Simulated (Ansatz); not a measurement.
# HfSc2O3: the cost of one run

Computed with Ansatz 0.2.0 (DFT PBE, scalar-relativistic, plane waves, PAW, unless a step's input says otherwise).

1 further run of the same task is left out (set aside as unsound or not needed).

## 1. The system as given

Symmetry: P-3m1, No. 164, trigonal system. The conventional cell has a = 3.177 Å, b = 3.177 Å, c = 7.755 Å, α = 90.00°, β = 90.00°, γ = 120.00°. Around Hf (site symmetry -3m) lie 6 O at 2.27 Å. Sc (site symmetry 3m) has 6 O at 2.22 to 2.24 Å in its first shell of neighbours. O (site symmetry 3m) has 3 Sc at 2.22 Å and 3 Hf at 2.27 Å in its first shell of neighbours. O (site symmetry -3m) has 6 Sc at 2.24 Å in its first shell of neighbours.

As a file:

```cif
data_structure
_symmetry_space_group_name_H-M 'P 1'
_symmetry_Int_Tables_number 1
_cell_length_a 3.1770
_cell_length_b 3.1770
_cell_length_c 7.7548
_cell_angle_alpha 90.000
_cell_angle_beta 90.000
_cell_angle_gamma 120.000
_cell_volume 67.79
loop_
_atom_site_label
_atom_site_type_symbol
_atom_site_fract_x
_atom_site_fract_y
_atom_site_fract_z
_atom_site_occupancy
Hf1 Hf 0.00000 0.00000 0.00000 1
Sc1 Sc 0.33333 0.66667 0.66580 1
Sc2 Sc 0.66667 0.33333 0.33420 1
O1 O 0.33333 0.66667 0.17262 1
O2 O 0.66667 0.33333 0.82738 1
O3 O 0.00000 0.00000 0.50000 1
```

The cell is invented: species swapped into a database cell of Mg2ZnO3 (P-3m1, No. 164), with Sc on the Mg sites and Hf on the Zn sites. The dimensions are guesses.

## 2. A first look at the guess

File input.yaml:

```yaml
crystal:
  lattice:
    - [3.17701139, 0.0, 0.0]
    - [-1.5885057, 2.75137257, 0.0]
    - [0.0, 0.0, 7.75484013]
  atoms:
    - { symbol: Hf, position: [0.0, 0.0, 0.0] }
    - { symbol: Sc, position: [0.33333333, 0.66666667, 0.66579998] }
    - { symbol: Sc, position: [0.66666667, 0.33333333, 0.33420002] }
    - { symbol: O, position: [0.33333333, 0.66666667, 0.172619] }
    - { symbol: O, position: [0.66666667, 0.33333333, 0.827381] }
    - { symbol: O, position: [0.0, 0.0, 0.5] }
basis:
  ecutwfc: 420
kpoints:
  mp_grid: { grid: [6, 6, 2] }
hamiltonian:
  xc: pbe
scf:
  occupations: { method: gaussian, width: 0.1 }
  lower_state_search: "off"
output:
  forces: true
  stress: true
  eigenvalues: true
```

On the command line:

```sh
ansatz run input.yaml --threads 1 --pin off --max-ram 2560MiB --backend cpu --events-out ev --progress --plain --runs-dir out
```

**Question.** How long does this run take on 1 thread of Intel Xeon at 2.50GHz (Skylake/Cascade Lake), shared host, and how much memory does it need?

About 7.5 s, with a peak of 0.39 GiB.
